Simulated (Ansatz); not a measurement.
**wB97M-V/6-311+G(d,p) run of SiH4O3 (SMILES O[SiH](O)O)**

Aim: the electronic atomisation energy of SiH4O3 at wB97M-V/6-311+G**, from 4 runs. 

The calculation is run with Ansatz 0.2.0.

30 further runs of the same task are left out: 30 set aside as unsound or not needed. Runs told in other sessions of the task aren't counted.

### 1 Starting point

SiH4O3 has 8 atoms, charge 0, and is taken as a singlet. As SMILES, `O[SiH](O)O`. The shape is that of a PBE0-D4/def2-TZVP optimisation. This is one conformer, not always the lowest.

Bond lengths: O1–Si2 1.630 Å, Si2–O3 1.641 Å, Si2–O4 1.633 Å, O1–H5 0.959 Å, Si2–H6 1.476 Å, O3–H7 0.958 Å, O4–H8 0.958 Å. Angles: O1–Si2–O3 114.4°, O1–Si2–O4 109.0°, O3–Si2–O4 105.0°, O1–Si2–H6 104.5°, O3–Si2–H6 110.6°, O4–Si2–H6 113.5°, Si2–O1–H5 117.6°, Si2–O3–H7 117.9°, Si2–O4–H8 116.6°.

### 2 The energy at wB97M-V/6-311+G(d,p)

Contents of input.yaml:

```yaml
crystal:
  periodic: [false, false, false]
  atoms:
    - {symbol: O, position_ang: [0.057900, 1.618800, -0.225000]}
    - {symbol: Si, position_ang: [-0.171600, 0.082600, 0.269200]}
    - {symbol: O, position_ang: [1.169300, -0.861100, 0.196500]}
    - {symbol: O, position_ang: [-1.250800, -0.639700, -0.721300]}
    - {symbol: H, position_ang: [0.176800, 1.769800, -1.164500]}
    - {symbol: H, position_ang: [-0.642800, 0.209400, 1.662000]}
    - {symbol: H, position_ang: [1.894900, -0.655000, 0.786800]}
    - {symbol: H, position_ang: [-1.141700, -1.581700, -0.859700]}
basis:
  gaussian: {orbitals: 6-311+G_st__st_-spherical.json}
hamiltonian: {xc: {name: wB97M-V}}
accuracy: high
output: {orbitals: {seedname: orbitals}}
```

The basis set 6-311+G** is read from a file made from the Basis Set Exchange's data (not shown).

Started as:

```bash
$ ansatz run input.yaml --threads 1 --pin off --max-ram 3480MiB --events-out events.jsonl --progress --plain --runs-dir runs
```

Output:

```text
Warning: RAYON_NUM_THREADS=1 ignored (pool sized by the plan → 1); use --threads N
Functional definition: wB97M-V
  name "wB97M-V"
  parameter omega = 0.3/bohr
  parameter cx = 0.15
  parameter cx01 = 1.007
  parameter cx10 = 0.259
  parameter css00 = 0.443
  parameter css04 = -1.437
  parameter css10 = -4.535
  parameter css20 = -3.390
  parameter css43 = 4.278
  parameter cos00 = 1.000
  parameter cos10 = 1.358
  parameter cos20 = 2.924
  parameter cos21 = -8.812
  parameter cos60 = -1.390
  parameter cos61 = 9.142
  parameter b = 6.0
  parameter c = 0.01
  gx(w, u) = 1 - cx + cx01*u + cx10*w
  gss(w, u) = css00 + css04*u^4 + css10*w + css20*w^2 + css43*w^4*u^3
  gos(w, u) = cos00 + cos10*w + (cos20 + cos21*u)*w^2 + (cos60 + cos61*u)*w^6
  exchange = spin_sum(e_x_unif_sr(omega)*gx(b97_w, b97_u_x)) + cx*exact_x_sr(omega) + exact_x_lr(omega)
  correlation = spin_sum(e_c_pw_mod_same_spin*gss(b97_w, b97_u_same))
      + integral(e_c_pw_mod_opposite_spin*gos(b97_w_opposite, b97_u_opposite)) + vv10(b, c)
2260 factors; integrals over basis functions are off by at most 4.0e-9 eV
416 factors; integrals over basis functions are off by at most 2.6e-9 eV
mean field evaluation 1: about -14078.3692 eV, gradient 7.7e1 eV
mean field evaluation 2: about -14076.9991 eV, gradient 8.3e1 eV
mean field evaluation 4: about -14087.5885 eV, gradient 5.8e-1 eV
mean field evaluation 8: about -14087.6807 eV, gradient 1.4e-1 eV
mean field evaluation 16: about -14087.6807 eV, gradient 3.0e-5 eV
mean field -14087.68070645 eV, -517.7127169891 hartree, gradient 5.2e-8 eV, S^2 0.000000; 0 other end points of the search recorded, 0 dependent functions left out
reference -14087.68071384 eV, -517.7127172605 hartree; 21, 21 occupied and 99, 99 virtual orbitals, 2260 factors
Total energy: -14087.68071384 eV, -517.7127172605 hartree
```

Wall time 83 s (1 thread of Arm Neoverse V2, shared host); peak memory 0.73 GiB.

### 3 The H atom, same level

Contents of in.yaml:

```yaml
crystal:
  periodic: [false, false, false]
  atoms:
    - {symbol: H, position_ang: [0.000000, 0.000000, 0.000000]}
basis:
  gaussian: {orbitals: 6-311+G_st__st_.json}
magnetization: {spin_polarized: true, initial_magnetization: 1}
hamiltonian: {xc: {name: wB97M-V}}
accuracy: high
```

The basis set 6-311+G** is read from a file made from the Basis Set Exchange's data (not shown).

Run the same way, it converges to -0.49411 Eh (log not shown).

### 4 The O atom at the same level

Contents of job.yaml:

```yaml
crystal:
  periodic: [false, false, false]
  atoms:
    - symbol: O
      position_ang: [0.000000, 0.000000, 0.000000]
basis:
  gaussian:
    orbitals: 6-311+G_st__st_.json
accuracy: high
hamiltonian:
  xc: {name: wB97M-V}
magnetization:
  spin_polarized: true
  initial_magnetization: 2
```

The basis set 6-311+G** is read from a file made from the Basis Set Exchange's data (not shown).

Started as:

```bash
$ ansatz run job.yaml --threads 1 --pin off --max-ram 3480MiB --events-out events.jsonl --progress --plain --runs-dir runs
```

Output, shortened:

```text
Warning: RAYON_NUM_THREADS=1 ignored (pool sized by the plan → 1); use --threads N
[... 2 set-up lines as earlier in the session ...]
[...]
  gx(w, u) = 1 - cx + cx01*u + cx10*w
  gss(w, u) = css00 + css04*u^4 + css10*w + css20*w^2 + css43*w^4*u^3
  gos(w, u) = cos00 + cos10*w + (cos20 + cos21*u)*w^2 + (cos60 + cos61*u)*w^6
[...]
      + integral(e_c_pw_mod_opposite_spin*gos(b97_w_opposite, b97_u_opposite)) + vv10(b, c)
174 factors; integrals over basis functions are off by at most 3.4e-9 eV
64 factors; integrals over basis functions are off by at most 6.4e-10 eV
[...]
mean field -2042.77853778 eV, -75.0707266184 hartree, gradient 6.7e-9 eV, S^2 2.004288; 0 other end points of the search recorded, 0 dependent functions left out
reference -2042.77854084 eV, -75.0707267310 hartree; 5, 3 occupied and 17, 19 virtual orbitals, 174 factors
Total energy: -2042.77854084 eV, -75.0707267310 hartree
```

Wall time 2.5 s (1 thread of Arm Neoverse V2, shared host); peak memory 0.15 GiB.

### 5 The Si atom at the same level

Contents of input.yaml:

```yaml
basis:
  gaussian:
    orbitals: 6-311+G_st__st_-spherical.json
crystal:
  periodic: [false, false, false]
  atoms:
    - {symbol: Si, position_ang: [0.000000, 0.000000, 0.000000]}
magnetization:
  spin_polarized: true
  initial_magnetization: 2
hamiltonian:
  xc: {name: wB97M-V}
accuracy: high
```

The basis set 6-311+G** is read from a file made from the Basis Set Exchange's data (not shown).

Run the same way, it converges to -289.35450 Eh (log not shown).

### 6 Results

Level: wB97M-V/6-311+G**.

| quantity | value |
| --- | --- |
| molecule: total energy | -517.71272 Eh |
| molecule: HOMO energy | -11.58 eV |
| molecule: LUMO energy | 0.71 eV |
| molecule: HOMO–LUMO gap | 12.29 eV |
| H atom: total energy | -0.49411 Eh |
| H atom: ⟨S²⟩ | 0.750 |
| O atom: total energy | -75.07073 Eh |
| O atom: ⟨S²⟩ | 2.004 |
| Si atom: total energy | -289.35450 Eh |
| Si atom: ⟨S²⟩ | 2.001 |
| electronic atomisation energy | 31.826 eV |

What this shows: Taking the molecule apart into free atoms costs 31.83 eV (3071 kJ/mol), before zero-point energy and without spin-orbit coupling.
